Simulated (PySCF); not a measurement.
# CeCl3(NH3): other functionals and bases at one geometry

The task here is to estimate one member of a computed series from the others.

The runs use PySCF 2.14.0; several levels, as the steps say, no spin–orbit coupling.

1 further run of the same task is left out (for a known fault of the program).

## The system as given

8 atoms, charge 0, spin multiplicity 1.

Bond lengths: Ce1–Cl2 2.609 Å, Ce1–Cl3 2.609 Å, Ce1–Cl4 2.609 Å, Ce1–N5 2.607 Å, N5–H6 1.022 Å, N5–H7 1.022 Å, N5–H8 1.022 Å. Angles: Cl2–Ce1–Cl3 119.7°, Cl2–Ce1–Cl4 119.7°, Cl2–Ce1–N5 93.0°, Cl3–Ce1–Cl4 119.7°, Cl3–Ce1–N5 93.0°, Cl4–Ce1–N5 93.0°, Ce1–N5–H6 112.4°, Ce1–N5–H7 112.4°, Ce1–N5–H8 112.4°, H6–N5–H7 106.4°, H6–N5–H8 106.4°, H7–N5–H8 106.4°.

As a file:

```mol
CeCl3H3N
  3D, bonds by distance, orders not assigned

  8  7  0  0  0  0  0  0  0  0999 V2000
    0.0554   -0.0554    0.0554 Ce  0  0
    1.1983    1.9931    1.1983 Cl  0  0
   -1.9931   -1.1983    1.1983 Cl  0  0
    1.1983   -1.1983   -1.9931 Cl  0  0
   -1.4495    1.4495   -1.4495 N   0  0
   -2.0602    2.0602   -0.9023 H   0  0
   -0.9023    2.0602   -2.0602 H   0  0
   -2.0602    0.9023   -2.0602 H   0  0
  1  2  8  0
  1  3  8  0
  1  4  8  0
  1  5  8  0
  5  6  8  0
  5  7  8  0
  5  8  8  0
M  END
```

Formal oxidation states: Ce +3. Each metal's 1 4f electrons lie in its core potential, so multiplicities, spins and levels count the valence alone. An earlier session relaxed this geometry at PBE0, Ce lcecp-1-SVP with ECP47, Cl def2-SVP, N def2-SVP, H def2-SVP (singlet, point group C3v).

At PBE0 on the finer grid: E = -1468.714376 Eh, HOMO -8.35 eV, LUMO -1.23 eV, Mulliken charge on Ce1 +0.90 e, largest force component 0.003 eV/Å. 

Levels to run: TPSS; r2SCAN; PBE0, TZVP. Hardware: 2 threads of Intel Xeon 6975P-C (Granite Rapids), shared host.

Set-up of the first run:

Contents of run.py (the lines that set the calculation):

```python
mol = gto.M(atom='''
Ce     0.05543    -0.05543     0.05543
Cl     1.19825     1.99313     1.19825
Cl    -1.99313    -1.19825     1.19825
Cl     1.19825    -1.19825    -1.99313
N     -1.44951     1.44951    -1.44951
H     -2.06020     2.06020    -0.90232
H     -0.90232     2.06020    -2.06020
H     -2.06020     0.90232    -2.06020''',
    basis={'Ce': 'lcecp-1-SVP', 'Cl': 'def2-SVP', 'N': 'def2-SVP', 'H': 'def2-SVP'},
    ecp={'Ce': 'lcecp-1-SVP'},
    charge=0, spin=0)
mf = dft.RKS(mol, xc='TPSS')
mf.grids.atom_grid = (75, 302)  # f atoms: unpruned, at least (60, 302)
mf = mf.density_fit()  # fitting sets: Ce AutoAux, Cl def2-universal-JKFIT, N def2-universal-JKFIT, H def2-universal-JKFIT
mf.conv_tol = 1e-08; mf.max_cycle = 55
mf.kernel(dm0)  # dm0: the density of the relaxed state
```

Run with:

```bash
> OMP_NUM_THREADS=2 python run.py
```

Steps of the session up to this table: TPSS; r2SCAN; PBE0, TZVP.

One table of the session follows, with a row left open; its other results are not shown here.

```
              level  HOMO (eV)  gap (eV)  charge on Ce1 (e)  dipole (D)  largest force component (eV/Å)
PBE0 (relaxed here)      -8.35      7.11               0.90        4.81                            0.00
               TPSS      -7.10      5.43               0.85        4.79                            0.18
             r2SCAN      -7.35      5.73               0.90        4.81                            0.09
         PBE0, TZVP          ?         ?                  ?           ?                               ?
```

Estimate the missing values for PBE0, TZVP.

The run gave: HOMO (eV): -8.47; gap (eV): 7.14; charge on Ce1 (e): 1.41; dipole (D): 4.71; largest force component (eV/Å): 0.22. In the column «HOMO (eV)» it is the lowest.

In one basis the HOMO–LUMO gap runs from 5.43 eV (TPSS) to 7.11 eV (PBE0). The largest leftover force, 0.22 eV/Å with PBE0, TZVP, stands at a geometry relaxed at another level. With 4f in the core, its levels are missing from HOMO and gap, and its count is fixed, so no charge can pass from the ligands into it. Total energies of different levels can't be compared.
